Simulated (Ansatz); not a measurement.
# AlBAs2: the cost of one run

Method: reference: DFT, HSE06, plane waves, PAW, in Ansatz 0.2.0.

## (1) The system as given

It takes space group P-4m2 (No. 115, tetragonal). Conventional cell: a = 3.661 Å, b = 3.661 Å, c = 5.413 Å, α = 90.00°, β = 90.00°, γ = 90.00°. B (site symmetry -4m2) has 4 As at 2.16 Å as nearest neighbours. As (site symmetry 2mm) is surrounded by 2 B at 2.16 Å and 2 Al at 2.40 Å. Al (site symmetry -4m2) has 4 As at 2.40 Å as nearest neighbours.

As a file:

```
CELL_PARAMETERS angstrom
3.66088 0.00000 0.00000
0.00000 3.66088 0.00000
0.00000 0.00000 5.41298
ATOMIC_POSITIONS crystal
B 0.00000 0.00000 0.00000
As 0.00000 0.50000 0.21287
Al 0.50000 0.50000 0.50000
As 0.50000 0.00000 0.78713
```

## (2) Baseline

File input.yaml:

```yaml
crystal:
  lattice:
    - [3.6608835434, 0.0, 0.0]
    - [0.0, 3.6608835434, 0.0]
    - [0.0, 0.0, 5.4129837993]
  atoms:
    - { symbol: B, position: [0.0, 0.0, 0.0] }
    - { symbol: As, position: [0.0, 0.5, 0.2128693898] }
    - { symbol: Al, position: [0.5, 0.5, 0.5] }
    - { symbol: As, position: [0.5, 0.0, 0.7871306102] }
kpoints:
  mp_grid: { grid: [4, 4, 2] }
hamiltonian:
  xc: hse06
scf:
  occupations: { method: fixed }
  n_extra_bands: 5
output:
  forces: true
  stress: true
  eigenvalues: true
```

Run with:

```
ansatz run input.yaml --threads 4 --pin off --max-ram 3686MiB --backend cpu --events-out ev --progress --plain --runs-dir out
```

What time and memory should one allow on 4 threads of Arm Neoverse N1, shared host?

About 17 s, with a peak of 0.94 GiB.
